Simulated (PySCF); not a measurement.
# From one method to the next for Al⁻ (triplet)

What do other methods print for Al⁻ (triplet)?

Computed with PySCF 2.14.0. Level: method and basis as typed in the scripts.

4 further runs of the same task are left out: 4 that didn't finish.

## Step 1: The atom

Al⁻ (triplet): 1 atom, charge -1, spin multiplicity 3.

## Step 2: The run that the others are compared with

input.py reads:

```python
from pyscf import gto, scf, mp

mol = gto.M(
    atom='Al 0 0 0',
    basis='cc-pcvtz',
    charge=-1,
    spin=2,
    symmetry=True,
    verbose=4,
)
mf = scf.UHF(mol)
mf = mf.density_fit(auxbasis='def2-universal-jkfit')
mf.kernel()
mp.MP2(mf).kernel()
mf.dip_moment()
print('orbital energies (hartree):', [e[max(0, n-3):n+3].round(4) for e, n in zip(mf.mo_energy, mol.nelec)])
```

The run is started by

```bash
$ OMP_NUM_THREADS=1 python input.py
```

## Step 3: CCSD(T)

Variant 1 changes step after the SCF: mp2 → ccsd(t).

Changes to input.py since step 2:

```diff
@@ -1,2 +1,2 @@
-from pyscf import gto, scf, mp
+from pyscf import gto, scf, cc
 
@@ -13,3 +13,5 @@
 mf.kernel()
-mp.MP2(mf).kernel()
+mycc = cc.CCSD(mf)
+mycc.kernel()
+mycc.ccsd_t()
 mf.dip_moment()
```

## Step 4: B3lyp (UKS)

Variant 2 changes functional: none (Hartree–Fock) → b3lyp; SCF type: UHF → UKS; step after the SCF: mp2 → analyze.

input.py reads:

```python
from pyscf import gto, dft

mol = gto.M(
    atom='Al 0 0 0',
    basis='cc-pcvtz',
    charge=-1,
    spin=2,
    symmetry=True,
    verbose=4,
)
mf = dft.UKS(mol, xc='b3lyp')
mf = mf.density_fit(auxbasis='def2-universal-jkfit')
mf.kernel()
mf.analyze()
print('orbital energies (hartree):', [e[max(0, n-3):n+3].round(4) for e, n in zip(mf.mo_energy, mol.nelec)])
```

## Step 5: Pw91 (UKS)

Variant 3 changes functional: none (Hartree–Fock) → pw91; SCF type: UHF → UKS; step after the SCF: mp2 → analyze.

input.py reads:

```python
from pyscf import gto, dft

mol = gto.M(
    atom='Al 0 0 0',
    basis='cc-pcvtz',
    charge=-1,
    spin=2,
    symmetry=True,
    verbose=4,
)
mf = dft.UKS(mol, xc='pw91')
mf = mf.density_fit(auxbasis='def2-universal-jkfit')
mf.kernel()
mf.analyze()
print('orbital energies (hartree):', [e[max(0, n-3):n+3].round(4) for e, n in zip(mf.mo_energy, mol.nelec)])
```

## Step 6: Frozen orbitals 7

Variant 4 changes frozen orbitals: none → 7.

Changes to input.py since step 2:

```diff
@@ -13,3 +13,3 @@
 mf.kernel()
-mp.MP2(mf).kernel()
+mp.MP2(mf, frozen=7).kernel()
 mf.dip_moment()
```

## Step 7: Stability test

Variant 5 changes step after the SCF: mp2 → stability; point-group symmetry: on → off.

Changes to input.py since step 2:

```diff
@@ -1,2 +1,2 @@
-from pyscf import gto, scf, mp
+from pyscf import gto, scf
 
@@ -7,3 +7,2 @@
     spin=2,
-    symmetry=True,
     verbose=4,
@@ -13,3 +12,3 @@
 mf.kernel()
-mp.MP2(mf).kernel()
+mf.stability(internal=True, external=True)
 mf.dip_moment()
```

## Step 8: RHF

Variant 6 changes SCF type: UHF → RHF.

input.py reads:

```python
from pyscf import gto, scf, mp

mol = gto.M(
    atom='Al 0 0 0',
    basis='cc-pcvtz',
    charge=-1,
    spin=2,
    symmetry=True,
    verbose=4,
)
mf = scf.RHF(mol)
mf = mf.density_fit(auxbasis='def2-universal-jkfit')
mf.kernel()
mp.MP2(mf).kernel()
mf.dip_moment()
print('orbital energies (hartree):', mf.mo_energy[..., max(0, mol.nelec[1]-3):mol.nelec[0]+3].round(4))
```

Q: Predict the outcome of this session. Wanted: for each run, E(SCF); from base; gap, α spin; after the SCF.

As calculated:

| run | E(SCF) (hartree) | from base (eV) | cycles | gap, α spin (eV) | after the SCF |
| --- | --- | --- | --- | --- | --- |
| base | -241.865759 | 0 | 8 | 5.66 | MP2 correlation -10.162 eV |
| CCSD(T) | -241.865759 | 0.0000 | 8 | 5.66 | CCSD(T) correlation -10.836 eV |
| b3lyp (UKS) | -242.394926 | not comparable | 7 | 1.25 | n/a |
| pw91 (UKS) | -242.357958 | not comparable | 7 | 0.13 | n/a |
| frozen orbitals 7 | -241.865759 | not comparable | 8 | 5.66 | n/a |
| stability test | -241.869073 | -0.0902 | 9 | 5.92 | stable |
| RHF | -241.865309 | +0.0122 | 7 | n/a | MP2 correlation -10.186 eV |

**Reading.** The α-spin gap between the frontier levels is 0.1 eV with pw91 (0 % exact exchange) and 1.2 eV with b3lyp (20 %): exact exchange opens it. On the same reference and core, CCSD(T) gains 10.84 eV in 22 s; MP2 reaches 94 % of that in 0.81 s. Total energies of different functionals can't be compared with each other; differences within one functional can. The dearest run is “CCSD(T)”, at 22 s against 0.81 s. Rows marked «poor choice» come from settings spoiled on purpose.
